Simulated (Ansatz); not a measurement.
# BH4InSSi: small, medium and large basis sets

An exercise on one series of results from a longer session: the logs are not shown, and one member is left open.

Computed with Ansatz 0.2.0, Gaussian basis. Level: one geometry, several basis sets.

The runs, in order: PBE0-D4/def2-SVP; ωB97M-V/def2-SVP; PBE0-D4/def2-QZVPP; ωB97M-V/def2-QZVPP; the functionals' def2-TZVPP values are taken from earlier runs.

## Structure used throughout

All runs share one geometry, relaxed beforehand with PBE0-D4 in a triple-zeta def2 set. In takes the def2 core potential; no spin-orbit term is included.

8 atoms, charge 0, spin multiplicity 1.

Atoms are counted from 1 here; the program's logs count them from 0.

Bond lengths: S1–B3 1.976 Å, S1–Si4 2.242 Å, S1–H5 1.359 Å, In2–B3 2.380 Å, B3–Si4 1.934 Å, B3–H6 1.199 Å, Si4–H7 1.488 Å, Si4–H8 1.494 Å. Angles: B3–S1–Si4 54.1°, B3–S1–H5 106.3°, Si4–S1–H5 94.0°, S1–B3–In2 113.9°, S1–B3–Si4 70.0°, S1–B3–H6 114.8°, In2–B3–Si4 115.3°, In2–B3–H6 113.2°, Si4–B3–H6 122.6°, S1–Si4–B3 55.9°, S1–Si4–H7 107.7°, S1–Si4–H8 105.0°, B3–Si4–H7 123.2°, B3–Si4–H8 128.5°, H7–Si4–H8 107.8°.

Set-up of the first run:

in.yaml

```yaml
crystal:
  periodic: [false, false, false]
  atoms:
    - {symbol: S, position_ang: [-0.809718, 0.510070, -1.119972]}
    - {symbol: In, position_ang: [2.715323, 1.277336, -0.511981]}
    - {symbol: B, position_ang: [0.525733, 0.821297, 0.302829]}
    - {symbol: Si, position_ang: [0.006489, -1.041766, 0.277234]}
    - {symbol: H, position_ang: [-2.026090, 0.550552, -0.516189]}
    - {symbol: H, position_ang: [0.175053, 1.577720, 1.164322]}
    - {symbol: H, position_ang: [0.700870, -2.070836, -0.543436]}
    - {symbol: H, position_ang: [-1.195560, -1.681374, 0.891393]}
basis:
  gaussian: {orbitals: def2-SVP}
hamiltonian: {xc: pbe0, dispersion: d4}
output: {orbitals: {seedname: orbitals}}
```

Command:

```sh
ansatz run in.yaml --threads 2 --pin off --events-out ev --progress --plain --max-ram 4352MiB
```

Steps of the session up to this table: PBE0-D4 in def2-SVP; ωB97M-V in def2-SVP; PBE0-D4 in def2-QZVPP; ωB97M-V in def2-QZVPP.

One table of the session follows, with a row left open; its other results are not shown here.

```
functional       basis  HOMO (eV)  LUMO (eV)
   PBE0-D4    def2-SVP      -4.75      -1.58
   PBE0-D4  def2-TZVPP      -4.83      -1.67
   PBE0-D4  def2-QZVPP          ?          ?
   ωB97M-V    def2-SVP      -6.56       0.02
   ωB97M-V  def2-TZVPP      -6.67      -0.18
   ωB97M-V  def2-QZVPP      -6.69      -0.24
```

**Question.** Estimate the row for PBE0-D4, def2-QZVPP.

The run gave: HOMO (eV): -4.87; LUMO (eV): -1.70. In the column «HOMO (eV)» it lies between ωB97M-V, def2-SVP (-6.56) and PBE0-D4, def2-TZVPP (-4.83).
